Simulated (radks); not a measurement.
**Ca⁺ in [Ar] 4s1: an all-electron calculation**

One table from this session's results is given with a row withheld; the runs are named, their logs left out.

Program: radks (a radial shooting solver on a logarithmic mesh, Libxc functionals) version 1. Level of theory: scalar-relativistic Kohn-Sham, PBE, spin-polarised, spherical densities, finite nucleus; open shells are filled with parallel spins first. These are calculated values, not measurements, unless marked.

### The system

```
element            : calcium (Z = 20)
charge             : +1
electrons          : 19
configuration      : [Ar] 4s1
nuclear rms radius : 3.4776 fm
```

Outer shells as boxes (Hund's rule):

Ca⁺
```
[Ar] core
4s [↑ ]
```

Set-up of the first run:

Settings of this run:

```text
Z 20
configuration [Ar] 4s1
relativity scalar-relativistic
functional pbe,pbe
spin polarised
nucleus finite rms 3.4776 fm
c 137.035999084
```

Launch:

```
$ python run_ks.py task.json out
```

This one command runs every case of the session in turn.

Steps of the session up to this table: Self-consistent calculation.

One of the session's tables, all rows but one given; the rest of the session is left out.

It belongs to the step «Orbitals and density». From the orbitals of this run (lengths in bohr):

```
  level      <r>  outermost maximum (interpolated)  90 % within  nodes
  1s up  0.07685                            0.0503        0.137      0
1s down  0.07685                            0.0503        0.137      0
  2s up   0.3643                             0.300        0.567      1
2s down   0.3643                             0.300        0.567      1
  2p up   0.3278                             0.247        0.541      0
2p down   0.3278                             0.247        0.541      0
  3s up    1.155                             0.993         1.73      2
3s down    1.154                             0.994         1.73      2
  3p up    1.269                              1.05         1.96      1
3p down        ?                                 ?            ?      ?
  4s up    3.577                              3.15         5.25      3
```

**Question.** Estimate the row for 3p down.

As computed: <r>: 1.264; outermost maximum (interpolated): 1.05; 90 % within: 1.95; nodes: 1. In the column «<r>» it lies between 3s up (1.155) and 3p up (1.269).
